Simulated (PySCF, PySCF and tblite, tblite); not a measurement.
# C₈H₇F: a path driven as rotation about a bond, and NMR exchange

How fast is rotation about a bond in C₈H₇F (`C=Cc1ccc(F)cc1`), and when do the exchanging lines merge?

Programs: PySCF 2.14.0 with density-fitted response routines of our own, and tblite 0.8.0. All values are computed, except where a source is named. Atoms count from 0 throughout.

## 1. The starting structure

16 atoms, charge 0, multiplicity 1; geometry from: force field or distance geometry start.

Bonds of the start (Å): C0–C1 1.33, C0–H10 1.08, C0–H9 1.09, C1–C2 1.47, C1–H11 1.10, C2–C3 1.42, C2–C8 1.40, C3–C4 1.40, C3–H12 1.08, C4–C5 1.38, C4–H13 1.09, C5–C7 1.40, C5–F6 1.34, C7–C8 1.41, C7–H14 1.08, C8–H15 1.09.

## 2. GFN2-xTB relaxation, start minimum

Job settings and geometry (Å):

```
{"job": {"xc": "GFN2-xTB", "basis": "xTB", "kind": "relax"}, "charge": 0, "multiplicity": 1}
C     -0.194500    -2.635200    -2.365300
C      0.272300    -1.944500    -1.326800
C     -0.147700    -0.620400    -0.857000
C     -1.166700     0.134700    -1.500200
C     -1.534700     1.385900    -1.002300
C     -0.898900     1.909400     0.103100
F     -1.246200     3.120200     0.562400
C      0.113200     1.201400     0.753900
C      0.478800    -0.066100     0.268500
H     -0.995100    -2.264600    -3.005700
H      0.196800    -3.614200    -2.605500
H      1.066900    -2.416600    -0.731900
H     -1.688600    -0.254900    -2.355900
H     -2.309800     1.960300    -1.502200
H      0.592700     1.629800     1.622300
H      1.257800    -0.607100     0.796800
```

On the command line:

```console
> OMP_NUM_THREADS=1 python ens_run.py task.json out
```

This one command runs the whole study; its stages follow in the order run.

Log:

```text
step      E/eV     max force
  0    -690.80758    1.151
  1    -690.84130    0.472
  2    -690.85303    0.281
  3    -690.86224    0.196
  4    -690.86509    0.124
  5    -690.86659    0.120
  6    -690.86815    0.116
  7    -690.86996    0.132
  8    -690.87102    0.073
  9    -690.87138    0.059
 10    -690.87158    0.043
 11    -690.87173    0.033
 12    -690.87184    0.029
 13    -690.87192    0.027
 14    -690.87198    0.019
 15    -690.87204    0.021
 16    -690.87210    0.025
 17    -690.87215    0.017
 18    -690.87217    0.011
 19    -690.87219    0.010
 20    -690.87220    0.010
 21    -690.87222    0.013
 22    -690.87224    0.011
 23    -690.87226    0.010
 24    -690.87228    0.008
 25    -690.87229    0.009
 26    -690.87230    0.009
 27    -690.87232    0.008
 28    -690.87233    0.008
 29    -690.87233    0.006
 30    -690.87234    0.004
 31    -690.87234    0.003
```

Run time: 0.3 s. Hardware: 1 thread of Arm Neoverse N1, shared host.

The energy fell by 0.065 eV, and the atoms moved 0.03 Å (root mean square).

## 3. Relaxed scan, rotation

Job settings and geometry (Å):

```
{"job": {"xc": "GFN2-xTB", "basis": "xTB", "coordinate": [["t", [3, 2, 1, 0], 0.25], ["t", [3, 2, 1, 11], 0.25], ["t", [8, 2, 1, 0], 0.25], ["t", [8, 2, 1, 11], 0.25]], "kind": "drive"}, "charge": 0, "multiplicity": 1}
C     -0.207487    -2.607808    -2.349778
C      0.270464    -1.932907    -1.311190
C     -0.153759    -0.614835    -0.853913
C     -1.157905     0.122115    -1.485058
C     -1.528083     1.367645    -1.018795
C     -0.887004     1.884147     0.093298
F     -1.246097     3.101941     0.552593
C      0.111601     1.184751     0.745790
C      0.469733    -0.059717     0.266050
H     -0.990864    -2.229888    -2.983766
H      0.175643    -3.580261    -2.606859
H      1.060025    -2.377973    -0.717933
H     -1.657728    -0.279780    -2.351817
H     -2.302979     1.940864    -1.503260
H      0.592238     1.614683     1.610487
H      1.248689    -0.614980     0.768324
```

Log:

```text
point  coordinate     E/eV
  0    -75.000     -690.86957
  1    -60.100     -690.85971
  2    -45.400     -690.82864
  3    -30.400     -690.78354
  4    -15.300     -690.74394
  5     -0.000     -690.72858
  6     15.300     -690.74415
  7     30.400     -690.78381
  8     45.400     -690.82886
  9     60.200     -690.85870
 10     75.100     -690.87057
 11     90.000     -690.87077
```

It took 3.9 s on 1 thread of Arm Neoverse N1, shared host.

The highest point is number 5, 3.3 kcal/mol above the first.

## 4. Nudged elastic band, leg 1

Changed since step 3:

```diff
@@ -1,2 +1,2 @@
-{"job": {"xc": "GFN2-xTB", "basis": "xTB", "coordinate": [["t", [3, 2, 1, 0], 0.25], ["t", [3, 2, 1, 11], 0.25], ["t", [8, 2, 1, 0], 0.25], ["t", [8, 2, 1, 11], 0.25]], "kind": "drive"}, "charge": 0, "multiplicity": 1}
+{"job": {"xc": "GFN2-xTB", "basis": "xTB", "kind": "neb"}, "charge": 0, "multiplicity": 1}
 C     -0.207487    -2.607808    -2.349778
```

Log:

```text
image   E - E0 / eV
  0       0.0000
  1       0.0126
  2       0.0918
  3       0.1437
  4       0.0830
  5       0.0109
  6       0.0000
```

Run time: 2.7 s. Hardware: 1 thread of Arm Neoverse N1, shared host; peak memory 0.19 GiB.

The highest point is number 3, 3.3 kcal/mol above the first.

## 5. Saddle search, leg 1

Job settings and geometry (Å):

```
{"job": {"xc": "GFN2-xTB", "basis": "xTB", "kind": "saddle"}, "charge": 0, "multiplicity": 1}
C      0.816901    -2.232791    -1.517634
C      0.176879    -1.896230    -0.413058
C     -0.021502    -0.500079     0.029669
C     -1.163430     0.190422    -0.361823
C     -1.377517     1.494250     0.044876
C     -0.434176     2.099904     0.853880
F     -0.638411     3.372335     1.260301
C      0.712977     1.441440     1.256034
C      0.913257     0.137477     0.838408
H      1.245176    -1.489270    -2.169615
H      0.938853    -3.260312    -1.815687
H     -0.260301    -2.655044     0.225307
H     -1.887051    -0.299714    -0.995918
H     -2.257436     2.039232    -0.257957
H      1.430219     1.948767     1.882172
H      1.805560    -0.390385     1.141045
```

Log:

```text
step      E/eV     max force
  0    -690.72859   0.0271
  1    -690.72942   0.0204
  2    -690.72943   0.0010
lowest wavenumbers (cm-1): -107.4 98.7 222.4 236.2 373.1 379.4
```

Wall time 3.4 s (1 thread of Arm Neoverse N1, shared host); peak memory 0.19 GiB.

Point group Cs; 1 imaginary mode, 107i cm⁻¹, carried by C0, H9, H11, C1. Steps downhill from it reached both ends.

## 6. Shieldings, start: B3LYP/pcSseg-1

Job settings and geometry (Å):

```
{"job": {"kind": "nmr", "xc": "B3LYP", "basis": "pcSseg-1", "pop": false}, "charge": 0, "multiplicity": 1}
C     -0.207487    -2.607808    -2.349778
C      0.270464    -1.932907    -1.311190
C     -0.153759    -0.614835    -0.853913
C     -1.157905     0.122115    -1.485058
C     -1.528083     1.367645    -1.018795
C     -0.887004     1.884147     0.093298
F     -1.246097     3.101941     0.552593
C      0.111601     1.184751     0.745790
C      0.469733    -0.059717     0.266050
H     -0.990864    -2.229888    -2.983766
H      0.175643    -3.580261    -2.606859
H      1.060025    -2.377973    -0.717933
H     -1.657728    -0.279780    -2.351817
H     -2.302979     1.940864    -1.503260
H      0.592238     1.614683     1.610487
H      1.248689    -0.614980     0.768324
```

Log:

```text
coarse grid: 14120 points
cycle   1  E = -408.7000496185  dE =  1.490e+00  |g| = 5.801e-01  |ddm| = 4.044e+00
cycle   2  E = -408.6561950741  dE =  4.385e-02  |g| = 7.636e-01  |ddm| = 1.240e+00
cycle   3  E = -408.7684703332  dE = -1.123e-01  |g| = 1.297e-01  |ddm| = 7.006e-01
cycle   4  E = -408.7725572356  dE = -4.087e-03  |g| = 4.144e-02  |ddm| = 1.608e-01
cycle   5  E = -408.7729456550  dE = -3.884e-04  |g| = 1.728e-02  |ddm| = 4.959e-02
cycle   6  E = -408.7730157347  dE = -7.008e-05  |g| = 3.937e-03  |ddm| = 2.120e-02
cycle   7  E = -408.7730190308  dE = -3.296e-06  |g| = 1.689e-03  |ddm| = 4.887e-03
final grid: 138872 points
cycle   8  E = -408.8494658902  dE = -3.602e-05  |g| = 7.414e-03  |ddm| = 4.949e-02
cycle   9  E = -408.8494524663  dE =  1.342e-05  |g| = 1.098e-02  |ddm| = 1.849e-02
cycle  10  E = -408.8494784712  dE = -2.600e-05  |g| = 1.704e-03  |ddm| = 1.166e-02
cycle  11  E = -408.8494791100  dE = -6.388e-07  |g| = 3.293e-04  |ddm| = 1.668e-03
cycle  12  E = -408.8494791301  dE = -2.012e-08  |g| = 1.660e-04  |ddm| = 4.315e-04
cycle  13  E = -408.8494791365  dE = -6.356e-09  |g| = 2.181e-05  |ddm| = 1.722e-04
cycle  14  E = -408.8494791366  dE = -6.332e-11  |g| = 1.550e-05  |ddm| = 3.832e-05
converged SCF energy = -408.8494791366

GIAO shielding tensors (ppm)
atom      isotropic    diamagn.    paramagn.     s11        s22        s33       span
  0 C       65.171     252.876    -187.705    -44.615     73.194    166.935    211.550
  1 C       37.500     248.799    -211.299    -76.928     52.237    137.190    214.118
  2 C       42.829     258.986    -216.157    -49.961      6.389    172.058    222.019
  3 C       52.250     252.385    -200.135    -52.329     34.088    174.993    227.322
  4 C       60.019     256.665    -196.646    -28.034     46.168    161.923    189.957
  5 C        7.008     254.420    -247.413    -78.394     22.886     76.531    154.925
  6 F      283.171     478.052    -194.881    203.542    295.730    350.241    146.699
  7 C       60.107     256.196    -196.089    -27.584     46.894    161.011    188.595
  8 C       43.774     254.528    -210.754    -54.364     32.712    152.973    207.337
  9 H       25.780      32.441      -6.661     23.472     24.004     29.865      6.393
 10 H       26.408      27.146      -0.738     24.534     24.979     29.713      5.179
 11 H       25.170      31.954      -6.785     22.658     23.592     29.259      6.600
 12 H       23.851      33.719      -9.868     19.558     23.479     28.517      8.959
 13 H       24.613      29.312      -4.700     21.161     24.963     27.715      6.554
 14 H       24.670      31.170      -6.500     21.388     24.978     27.644      6.256
 15 H       24.629      34.433      -9.804     21.379     24.214     28.293      6.913
```

Run time: 39 s. Hardware: 1 thread of Arm Neoverse N1, shared host; peak memory 0.9 GiB.

In short: HOMO -6.42 eV, LUMO -1.31 eV; dipole 1.35 D.

## 7. Shieldings, saddle of leg 1: B3LYP/pcSseg-1

Job settings and geometry (Å):

```
{"job": {"kind": "nmr", "xc": "B3LYP", "basis": "pcSseg-1", "pop": false}, "charge": 0, "multiplicity": 1}
C      0.815727    -2.227623    -1.518878
C      0.181523    -1.897358    -0.409370
C     -0.030894    -0.501664     0.027736
C     -1.169544     0.192818    -0.365951
C     -1.377288     1.498220     0.041043
C     -0.430566     2.100332     0.848786
F     -0.626287     3.375442     1.250909
C      0.710970     1.435476     1.256388
C      0.903605     0.130500     0.840687
H      1.221292    -1.478518    -2.179108
H      0.956018    -3.253885    -1.813073
H     -0.222010    -2.659654     0.246669
H     -1.896323    -0.294270    -0.998960
H     -2.255468     2.047968    -0.258919
H      1.429204     1.937276     1.885464
H      1.790042    -0.405060     1.146576
```

Log:

```text
coarse grid: 14120 points
cycle   1  E = -408.6950219735  dE =  1.481e+00  |g| = 5.765e-01  |ddm| = 3.946e+00
cycle   2  E = -408.6587610340  dE =  3.626e-02  |g| = 7.427e-01  |ddm| = 1.192e+00
cycle   3  E = -408.7625581822  dE = -1.038e-01  |g| = 1.216e-01  |ddm| = 6.776e-01
cycle   4  E = -408.7658554462  dE = -3.297e-03  |g| = 4.358e-02  |ddm| = 1.448e-01
cycle   5  E = -408.7662610860  dE = -4.056e-04  |g| = 1.968e-02  |ddm| = 5.081e-02
cycle   6  E = -408.7663562721  dE = -9.519e-05  |g| = 3.685e-03  |ddm| = 2.262e-02
cycle   7  E = -408.7663590953  dE = -2.823e-06  |g| = 1.490e-03  |ddm| = 3.967e-03
final grid: 138872 points
cycle   8  E = -408.8430439458  dE = -3.676e-05  |g| = 7.567e-03  |ddm| = 3.719e-02
cycle   9  E = -408.8430318977  dE =  1.205e-05  |g| = 1.109e-02  |ddm| = 1.768e-02
cycle  10  E = -408.8430565249  dE = -2.463e-05  |g| = 1.496e-03  |ddm| = 1.111e-02
cycle  11  E = -408.8430569666  dE = -4.418e-07  |g| = 3.230e-04  |ddm| = 1.413e-03
cycle  12  E = -408.8430569848  dE = -1.813e-08  |g| = 1.815e-04  |ddm| = 4.239e-04
cycle  13  E = -408.8430569931  dE = -8.357e-09  |g| = 2.143e-05  |ddm| = 1.933e-04
cycle  14  E = -408.8430569932  dE = -7.390e-11  |g| = 1.314e-05  |ddm| = 3.281e-05
converged SCF energy = -408.8430569932

GIAO shielding tensors (ppm)
atom      isotropic    diamagn.    paramagn.     s11        s22        s33       span
  0 C       55.634     252.894    -197.259    -57.379     66.983    157.298    214.676
  1 C       31.888     254.631    -222.744    -88.959     37.519    147.103    236.063
  2 C       36.666     260.579    -223.913    -58.078      7.239    160.838    218.916
  3 C       46.294     251.989    -205.695    -55.873     34.784    159.972    215.846
  4 C       60.928     256.815    -195.887    -26.274     46.406    162.652    188.926
  5 C        7.894     254.984    -247.089    -78.195     23.322     78.556    156.751
  6 F      287.040     477.859    -190.819    208.678    302.808    349.635    140.957
  7 C       60.930     256.814    -195.884    -26.271     46.405    162.655    188.926
  8 C       46.298     251.989    -205.691    -55.877     34.768    160.003    215.881
  9 H       26.473      32.257      -5.784     22.080     26.284     31.054      8.974
 10 H       26.250      28.223      -1.973     23.314     26.143     29.293      5.979
 11 H       24.391      30.127      -5.735     22.233     24.330     26.610      4.377
 12 H       24.528      33.046      -8.517     21.170     23.926     28.489      7.318
 13 H       24.633      29.867      -5.234     21.315     25.048     27.537      6.222
 14 H       24.633      29.866      -5.233     21.315     25.048     27.537      6.222
 15 H       24.528      33.044      -8.516     21.170     23.926     28.489      7.319
```

Wall time 50 s (1 thread of Arm Neoverse N1, shared host); peak memory 0.9 GiB.

Key values: HOMO -6.91 eV, LUMO -0.76 eV; dipole 1.62 D.

The fields below are evaluated on a grid from the run's orbitals.

Frontier orbitals at B3LYP/pcSseg-1, with the share of their density that lies nearest to each atom:

| orbital | energy (eV) | lies on |
| --- | --- | --- |
| HOMO | -6.91 | C2, C5 about 25 % each; F6 9 %; 4 C atoms about 8 % each |
| LUMO | -0.76 | 4 C atoms about 16 % each |

ELF in a plane through or near 12 of the atoms.

Values, 10 rows by 14 columns:
```
0.00 0.00 0.00 0.00 0.00 0.00 0.00 0.00 0.00 0.00 0.00 0.00 0.00 0.00
0.00 0.00 0.00 0.00 0.00 0.00 0.02 0.01 0.00 0.03 0.00 0.00 0.00 0.00
0.00 0.00 0.00 0.00 0.00 0.01 0.99 0.90 0.13 0.99 0.87 0.00 0.00 0.00
0.00 0.00 0.01 0.14 0.63 0.05 0.84 0.60 0.61 0.94 0.19 0.01 0.00 0.00
0.00 0.00 0.75 0.66 0.79 0.52 0.58 0.49 0.57 0.84 0.18 0.66 0.06 0.00
0.00 0.03 0.99 0.97 0.68 0.54 0.27 0.64 0.16 0.29 0.74 0.84 0.12 0.00
0.00 0.00 0.10 0.24 0.72 0.26 0.40 0.22 0.46 0.40 0.03 0.28 0.01 0.00
0.00 0.00 0.00 0.01 0.11 0.01 0.99 0.92 0.28 1.00 0.87 0.00 0.00 0.00
0.00 0.00 0.00 0.00 0.00 0.00 0.65 0.25 0.01 0.74 0.10 0.00 0.00 0.00
0.00 0.00 0.00 0.00 0.00 0.00 0.00 0.00 0.00 0.00 0.00 0.00 0.00 0.00
```
The map spans 12.9 Å across and 9.5 Å up, centred on the molecule. Atoms in the plane (x, y in Å): C2 (-0.4, 0.0), C3 (0.3, -1.2), C4 (1.6, -1.2), C5 (2.3, 0.0), F6 (3.6, 0.0), C7 (1.6, 1.2), C8 (0.3, 1.2), H10 (-3.8, 0.0), H12 (-0.3, -2.1), H13 (2.2, -2.1), H14 (2.2, 2.1), H15 (-0.3, 2.1).

On the surface of density 0.002 e/bohr³ the electrostatic potential runs, from the 1st to the 99th percentile, from -0.80 V near F6 to 0.88 V near H14.

## 8. Barriers, rates and exchange

Job settings and geometry (Å):

```
{"job": {"smiles": "C=Cc1ccc(F)cc1", "charge": 0, "mult": 1, "motion": "rotation", "what": "aryl carbonyl or vinyl", "atoms": [2, 1], "drives": [{"terms": [["t", [3, 2, 1, 0], 0.25], ["t", [3, 2, 1, 11], 0.25], ["t", [8, 2, 1, 0], 0.25], ["t", [8, 2, 1, 11], 0.25]], "by": 180, "n": 12}], "study": "path", "level": {"kind": "nmr", "xc": "B3LYP", "basis": "pcSseg-1"}, "fields": [360, 700, 900], "first": 0, "seed": 978, "kind": "path"}, "charge": 0, "multiplicity": 1}
C     -0.207487    -2.607808    -2.349778
C      0.270464    -1.932907    -1.311190
C     -0.153759    -0.614835    -0.853913
C     -1.157905     0.122115    -1.485058
C     -1.528083     1.367645    -1.018795
C     -0.887004     1.884147     0.093298
F     -1.246097     3.101941     0.552593
C      0.111601     1.184751     0.745790
C      0.469733    -0.059717     0.266050
H     -0.990864    -2.229888    -2.983766
H      0.175643    -3.580261    -2.606859
H      1.060025    -2.377973    -0.717933
H     -1.657728    -0.279780    -2.351817
H     -2.302979     1.940864    -1.503260
H      0.592238     1.614683     1.610487
H      1.248689    -0.614980     0.768324
```

Log:

```text
stationary points (kcal/mol above the start)
  n  kind          group   xTB      DFT    lowest mode
  0  minimum      Cs       0.00     0.00      16.7
  1  saddle       Cs       3.29     4.12    -107.4
  2  minimum      Cs       0.00     0.00      18.5

GFN2-xTB energies: T/K, barrier G, reaction G (kcal/mol), k forward, k back (1/s)
 150.00     3.29     0.02   1.02e+08   1.08e+08
 200.00     3.42     0.02   1.54e+09   1.64e+09
 250.00     3.56     0.03   8.06e+09   8.56e+09
 298.15     3.71     0.03   2.38e+10   2.53e+10
 350.00     3.87     0.04   5.55e+10   5.88e+10
 400.00     4.05     0.05   1.03e+11   1.09e+11
 500.00     4.41     0.06   2.47e+11   2.61e+11

B3LYP/pcSseg-1 + D3(BJ) energies: T/K, barrier G, reaction G (kcal/mol), k forward, k back (1/s)
 150.00     4.11     0.02   6.39e+06   6.82e+06
 200.00     4.24     0.02   1.93e+08   2.05e+08
 250.00     4.38     0.03   1.53e+09   1.63e+09
 298.15     4.53     0.03   5.93e+09   6.28e+09
 350.00     4.70     0.04    1.7e+10    1.8e+10
 400.00     4.87     0.05   3.64e+10   3.85e+10
 500.00     5.23     0.06   1.08e+11   1.14e+11
```

Wall time 1.7 min (1 thread of Arm Neoverse N1, shared host); peak memory 0.9 GiB. This counts the whole study up to here.

Barriers by level (kcal/mol; entropies in cal/(mol K)). Zero-point and thermal terms come from xTB in every row. ΔG‡ leaves symmetry out; the rate counts equivalent paths (a factor of 2); effective ΔG‡, where given, is the barrier that would give that rate by Eyring's equation alone:

| level | ΔE‡ | with zero-point | ΔH‡ | ΔS‡ | ΔG‡ (298 K) | ΔE of reaction | k at 298 K (1/s) | effective ΔG‡ |
| --- | --- | --- | --- | --- | --- | --- | --- | --- |
| GFN2-xTB | 3.30 | 3.02 | 2.55 | -3.9 | 3.71 | 0.00 | 2.4e+10 | 3.30 |
| B3LYP/pcSseg-1 + D3(BJ) | 4.12 | 3.85 | 3.37 | -3.9 | 4.53 | 0.00 | 5.9e+09 | 4.12 |

Sites that the driver pairs across this motion, and where their lines would merge (no couplings; faster rotations, inversion at nitrogen or exchange between molecules can average them sooner):

| nucleus | sites: shielding (ppm) | proton frequency (MHz) | spread (Hz) | coalescence (K) | lines at 298 K |
| --- | --- | --- | --- | --- | --- |
| $^{13}$C | C3: 52.2; C8: 43.8 | 360 | 768 | 93 | 1 |
| $^{13}$C | C3: 52.2; C8: 43.8 | 700 | 1492 | 96 | 1 |
| $^{13}$C | C3: 52.2; C8: 43.8 | 900 | 1919 | 97 | 1 |
| $^{1}$H | H12: 23.85; H15: 24.63 | 360 | 280 | 89 | 1 |
| $^{1}$H | H12: 23.85; H15: 24.63 | 700 | 544 | 92 | 1 |
| $^{1}$H | H12: 23.85; H15: 24.63 | 900 | 700 | 93 | 1 |
| $^{1}$H | H13: 24.61; H14: 24.67 | 360 | 21 | 80 | 1 |
| $^{1}$H | H13: 24.61; H14: 24.67 | 700 | 40 | 82 | 1 |
| $^{1}$H | H13: 24.61; H14: 24.67 | 900 | 52 | 83 | 1 |

## 9. Outcome

```
                         quantity                              value
barrier (B3LYP/pcSseg-1 + D3(BJ))   ΔE‡ 4.1, ΔG‡(298 K) 4.5 kcal/mol
               barrier (GFN2-xTB)                   ΔE‡ 3.3 kcal/mol
                    rate at 298 K                        5.9e+09 s⁻¹
                  end of the path  the start, renumbered or mirrored
       coalescence of $^{13}$C C3                    97 K at 900 MHz
```

In words: DFT puts the top 4.1 kcal/mol above the start (xTB: 3.3); the rate from the DFT barrier is 5.9e+09 s⁻¹ at 298 K. An error of 1.4 kcal/mol changes that rate tenfold. The $^{13}$C lines of C3 and its partners, 1919 Hz apart at 900 MHz, merge at 97 K, so by this path alone the exchange at 298 K is fast for them; other paths were not followed.
